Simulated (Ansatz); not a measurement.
**AlGeH4N: energy of protonation at one site from a Python script**

A script is to give the energy of protonation at one site; the system is AlGeH4N. SMILES: [NH]1[AlH][GeH2]1.

Program: Ansatz 0.2.0 through its Python package. Level of theory: PBE0/def2-SVP. These are calculated values, not measurements.

## (1) Starting point

Bond lengths: N1–Al2 1.924 Å, N1–Ge3 1.847 Å, Al2–Ge3 2.402 Å, N1–H4 1.026 Å, Al2–H5 1.611 Å, Ge3–H6 1.543 Å, Ge3–H7 1.603 Å. Angles: N1–Al2–Ge3 49.0°, N1–Al2–H5 148.8°, Ge3–Al2–H5 146.7°, Al2–N1–Ge3 79.1°, Al2–N1–H4 101.2°, Ge3–N1–H4 103.5°, N1–Ge3–Al2 51.9°, N1–Ge3–H6 114.2°, N1–Ge3–H7 107.8°, Al2–Ge3–H6 119.6°, Al2–Ge3–H7 119.0°, H6–Ge3–H7 120.7°.

No structure file is read: the coordinates are typed or built in the script.

## (2) The script

Input file pa_algeh4n.py:

```python
'''Proton affinity of AlGeH4N at one site.'''

import ansatz as az
from ase import Atoms
import numpy as np

params = {
    'basis': 'def2-SVP',
    'functional': 'pbe0',
    'charge': 1,
    'fmax': 0.01,
}


def main() -> None:
    atoms = Atoms(['N', 'Al', 'Ge', 'H', 'H', 'H', 'H'], positions=[
        [-0.512, -0.9555, -0.3488],
        [0.0477, 0.6078, -1.3213],
        [0.3205, 0.008, 0.9887],
        [-1.5081, -0.7544, -0.204],
        [0.7267, 1.242, -2.6379],
        [-0.6443, 0.5861, 2.0455],
        [1.6308, -0.802, 1.4321],
    ])
    molecule = az.Crystal.molecule_from_ase(atoms)

    base = molecule.calculation()
    base = base.basis(gaussian=params['basis'])
    base = base.functional(params['functional'])
    symbols = [site.symbol for site in molecule.cartesian_sites]
    start = np.array([site.position_ang for site in molecule.cartesian_sites], dtype=float)
    report = base.relax(force_tolerance=0.01).run(threads=1, backend='cpu').report
    end = np.array(report['positions_ang'])

    # start the new hydrogen opposite the existing bonds
    away = sum((end[0] - end[j]) / np.linalg.norm(end[0] - end[j]) for j in [1, 2, 3]) + np.array([0.15, 0.1, -0.2])
    proton = end[0] + 1.0 * away / np.linalg.norm(away)
    acid = az.Crystal.molecule()
    for symbol, place in zip(symbols, end):
        acid = acid.atom(symbol, place.tolist())
    acid = acid.atom('H', proton.tolist())
    protonated = (
        acid.calculation()
        .basis(gaussian=params['basis'])
        .functional(params['functional'])
        .charge(params['charge'])
        .relax(force_tolerance=params['fmax'], max_steps=80)
    )
    after = protonated.run(threads=1, backend='cpu').report
    xyz = np.array(after['positions_ang'])
    reach = np.linalg.norm(xyz[:-1] - xyz[-1], axis=1)
    print(f'base {report["free_energy_ev"]:.5f} eV, protonated {after["free_energy_ev"]:.5f} eV')
    print(f'the proton ends {reach.min():.3f} A from {symbols[reach.argmin()]}{reach.argmin()}')
    print(f'electronic proton affinity {(report["free_energy_ev"] - after["free_energy_ev"]):.3f} eV')


if __name__ == '__main__':
    main()
```

## (3) The calls as engine input

The engine receives this input (first run):

```yaml
crystal:
  periodic: [false, false, false]
  atoms:
    - { symbol: "N", position_ang: [-0.512, -0.9555, -0.3488] }
    - { symbol: Al, position_ang: [0.0477, 0.6078, -1.3213] }
    - { symbol: Ge, position_ang: [0.3205, 0.008, 0.9887] }
    - { symbol: H, position_ang: [-1.5081, -0.7544, -0.204] }
    - { symbol: H, position_ang: [0.7267, 1.242, -2.6379] }
    - { symbol: H, position_ang: [-0.6443, 0.5861, 2.0455] }
    - { symbol: H, position_ang: [1.6308, -0.802, 1.4321] }
basis:
  gaussian:
    orbitals: def2-SVP
hamiltonian:
  xc: pbe0
relax:
  f_tol: 0.01
```

## (4) Launch

Launch:

```sh
$ python pa_algeh4n.py
```

Output:

```text
base -64647.47603 eV, protonated -64657.46243 eV
the proton ends 1.026 A from N0
electronic proton affinity 9.986 eV
```

It took 68 s on 1 thread of Arm Neoverse V2, shared host; peak memory 0.26 GiB.

## (5) What changed from run to run

The engine's inputs for the other runs:

Run 2, against run 1:

```diff
@@ -4,7 +4,8 @@
-    - { symbol: "N", position_ang: [-0.512, -0.9555, -0.3488] }
-    - { symbol: Al, position_ang: [0.0477, 0.6078, -1.3213] }
-    - { symbol: Ge, position_ang: [0.3205, 0.008, 0.9887] }
-    - { symbol: H, position_ang: [-1.5081, -0.7544, -0.204] }
-    - { symbol: H, position_ang: [0.7267, 1.242, -2.6379] }
-    - { symbol: H, position_ang: [-0.6443, 0.5861, 2.0455] }
-    - { symbol: H, position_ang: [1.6308, -0.802, 1.4321] }
+    - { symbol: "N", position_ang: [-0.6619986807978144, -0.5507045368904532, -0.42068616428699984] }
+    - { symbol: Al, position_ang: [0.28973119303203354, 0.6478748252382603, -1.2884091232364754] }
+    - { symbol: Ge, position_ang: [0.43329327387749966, 0.10869042026669076, 1.0072159702168708] }
+    - { symbol: H, position_ang: [-1.3798798515972557, -1.2666332031874783, -0.3929592799393042] }
+    - { symbol: H, position_ang: [0.4636805253800195, 1.2506471279272615, -2.7402318959779284] }
+    - { symbol: H, position_ang: [-0.40057432830549383, 0.738104403712472, 2.150874865152553] }
+    - { symbol: H, position_ang: [1.3170478684110114, -0.995979037066753, 1.6384956280712843] }
+    - { symbol: H, position_ang: [-1.0970393238035658, -0.9256042098993664, -1.239337417331269] }
@@ -15,0 +17 @@
+total_charge: 1.0
@@ -17,0 +20 @@
+  max_steps: 80
```

## (6) What the script built

Run 2 starts from these 8 atoms:

```xyz
8

N    -0.662   -0.551   -0.421
Al    0.290    0.648   -1.288
Ge    0.433    0.109    1.007
H    -1.380   -1.267   -0.393
H     0.464    1.251   -2.740
H    -0.401    0.738    2.151
H     1.317   -0.996    1.638
H    -1.097   -0.926   -1.239
```

## (7) The runs side by side

The 2 runs, in the order started:

```csv
run,system,energy (eV),SCF cycles in all,CPU time (s)
1,AlGeH4N,-64647.4760,80,27
2,"AlGeH5N, charge +1",-64657.4624,96,40
```

Totals carry meaning only in balanced differences at one level of theory.

## (8) Path of the relaxation of run 1

Relaxation path:

| step | E - E(step 1) (eV) | largest force component (eV/Å) |
| --- | --- | --- |
| 1 | 0.0000 | 2.1743 |
| 2 | -0.6155 | 1.6769 |
| 3 | -0.9038 | 1.3613 |
| 4 | -1.1820 | 1.1380 |
| 5 | -1.3085 | 0.2062 |
| 6 | -1.2898 | 0.2733 |
| 7 | -1.3261 | 0.0202 |
| 8 | -1.3263 | 0.0056 |

Step 1 is the start. Step 6 was tried and not accepted.

Before: Bond lengths: N1–Al2 1.924 Å, N1–Ge3 1.847 Å, Al2–Ge3 2.402 Å, N1–H4 1.026 Å, Al2–H5 1.611 Å, Ge3–H6 1.543 Å, Ge3–H7 1.603 Å. Angles: N1–Al2–Ge3 49.0°, N1–Al2–H5 148.8°, Ge3–Al2–H5 146.7°, Al2–N1–Ge3 79.1°, Al2–N1–H4 101.2°, Ge3–N1–H4 103.5°, N1–Ge3–Al2 51.9°, N1–Ge3–H6 114.2°, N1–Ge3–H7 107.8°, Al2–Ge3–H6 119.6°, Al2–Ge3–H7 119.0°, H6–Ge3–H7 120.7°.

After: Bond lengths: N1–Al2 1.759 Å, N1–Ge3 1.917 Å, Al2–Ge3 2.362 Å, N1–H4 1.014 Å, Al2–H5 1.582 Å, Ge3–H6 1.549 Å, Ge3–H7 1.549 Å. Angles: N1–Al2–Ge3 53.0°, N1–Al2–H5 140.5°, Ge3–Al2–H5 166.5°, Al2–N1–Ge3 79.9°, Al2–N1–H4 151.3°, Ge3–N1–H4 128.8°, N1–Ge3–Al2 47.1°, N1–Ge3–H6 112.5°, N1–Ge3–H7 112.6°, Al2–Ge3–H6 126.3°, Al2–Ge3–H7 126.4°, H6–Ge3–H7 107.2°.

## (9) Path of the relaxation of run 2

Step by step:

| step | energy from step 1 (eV) | largest force component (eV/Å) |
| --- | --- | --- |
| 1 | 0.0000 | 4.5944 |
| 2 | -1.1065 | 3.5454 |
| 3 | -1.8520 | 4.2385 |
| 4 | -2.4363 | 3.2916 |
| 5 | -2.8292 | 2.0976 |
| 6 | -3.0885 | 1.0947 |
| 7 | -3.2051 | 0.3453 |
| 8 | -3.2294 | 0.3610 |
| 9 | -3.2357 | 0.0857 |
| 10 | -3.2345 | 0.1527 |
| 11 | -3.2364 | 0.0059 |

Step 1 is the start. Step 10 was tried and not accepted.

Before: Bond lengths: N1–Al2 1.759 Å, N1–Ge3 1.917 Å, Al2–Ge3 2.362 Å, N1–H4 1.014 Å, Al2–H5 1.582 Å, Ge3–H6 1.549 Å, Ge3–H7 1.549 Å, N1–H8 1.000 Å. Angles (14 of 15 angles, heavy atoms first): N1–Al2–Ge3 53.0°, Al2–N1–Ge3 79.9°, N1–Ge3–Al2 47.1°, N1–Al2–H5 140.5°, Ge3–Al2–H5 166.5°, Al2–N1–H4 151.3°, Al2–N1–H8 95.0°, Ge3–N1–H4 128.8°, Ge3–N1–H8 170.9°, N1–Ge3–H6 112.5°, N1–Ge3–H7 112.6°, Al2–Ge3–H6 126.3°, Al2–Ge3–H7 126.4°, H4–N1–H8 56.6°.

After: Bond lengths: N1–Al2 1.934 Å, N1–Ge3 2.080 Å, Al2–Ge3 2.375 Å, N1–H4 1.026 Å, Al2–H5 1.562 Å, Ge3–H6 1.529 Å, Ge3–H7 1.530 Å, N1–H8 1.026 Å. Angles (14 of 15 angles, heavy atoms first): N1–Al2–Ge3 56.6°, Al2–N1–Ge3 72.4°, N1–Ge3–Al2 50.9°, N1–Al2–H5 132.7°, Ge3–Al2–H5 170.7°, Al2–N1–H4 121.6°, Al2–N1–H8 121.7°, Ge3–N1–H4 116.0°, Ge3–N1–H8 116.2°, N1–Ge3–H6 105.3°, N1–Ge3–H7 105.2°, Al2–Ge3–H6 122.6°, Al2–Ge3–H7 122.3°, H4–N1–H8 106.0°.

## (10) Summary of results

| quantity | value |
| --- | --- |
| electronic proton affinity | 9.986 eV |
| runs compared | 2 |
| moves of the relaxation of run 1 | 6 |
| energy gained in run 1 | 1.326 eV |
| last largest force component of run 1 | 0.0056 eV/Å |
| moves of the relaxation of run 2 | 9 |
| energy gained in run 2 | 3.236 eV |
| last largest force component of run 2 | 0.0059 eV/Å |

What this shows: Run 1: The relaxation took 6 moves; the largest shift is 0.561 Å, of atom 4 (H). Run 2: After 9 moves the largest shift is 0.975 Å, of atom 8 (H). So large a move can change the bonding: the results belong to the relaxed structure. The proton is put on one chosen atom, which needn't be the most basic site, so the molecule's proton affinity can be higher; the ends are stationary points, not checked by frequencies, and zero-point and thermal terms count only where printed.
